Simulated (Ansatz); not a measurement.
# MgB2: the cost of one run

Program: Ansatz 0.2.0. PAW datasets, plane waves, zero pressure. Computed at 0 K without zero-point motion; spin polarisation is off.

3 further runs of the same task are left out: 3 set aside as unsound or not needed.

### Step 1. The cell

Space group P6/mmm (No. 191), hexagonal; a = 3.085 Å, c = 3.523 Å in the conventional setting, 9.68 Å³ an atom. Around Mg lie 12 B at 2.51 Å; around B lie 3 B at 1.78 Å and 6 Mg at 2.51 Å.

As a file:

```
Mg B
1.0
     3.08500    0.00000    0.00000
    -1.54250    2.67169    0.00000
     0.00000    0.00000    3.52300
Mg B
1 2
Direct
  0.00000 0.00000 0.00000
  0.33333 0.66667 0.50000
  0.66667 0.33333 0.50000
```

### Step 2. Relaxation with PBE

The input, input.yaml:

```yaml
crystal:
  lattice:
    - [3.085, 0.0, 0.0]
    - [-1.5425, 2.6716883707, 0.0]
    - [0.0, 0.0, 3.523]
  atoms:
    - { symbol: Mg, position: [0.0, 0.0, 0.0] }
    - { symbol: B, position: [0.3333333333, 0.6666666667, 0.5] }
    - { symbol: B, position: [0.6666666667, 0.3333333333, 0.5] }
kpoints:
  mp_grid: { grid: [12, 12, 6] }
hamiltonian:
  xc: pbe
scf:
  occupations: { method: fermi_dirac, width: 0.02 }
relax:
  f_tol: 0.005
  cell: {}
```

The run is started by

```console
ansatz run input.yaml --threads 2 --pin off --max-ram 4608MiB --backend cpu --events-out ev --progress --plain --runs-dir out
```

Q: Estimate wall time and peak memory on 2 threads of AMD EPYC 7R43 (Zen 3), shared host.

About 4.1 s, with a peak of 0.36 GiB.
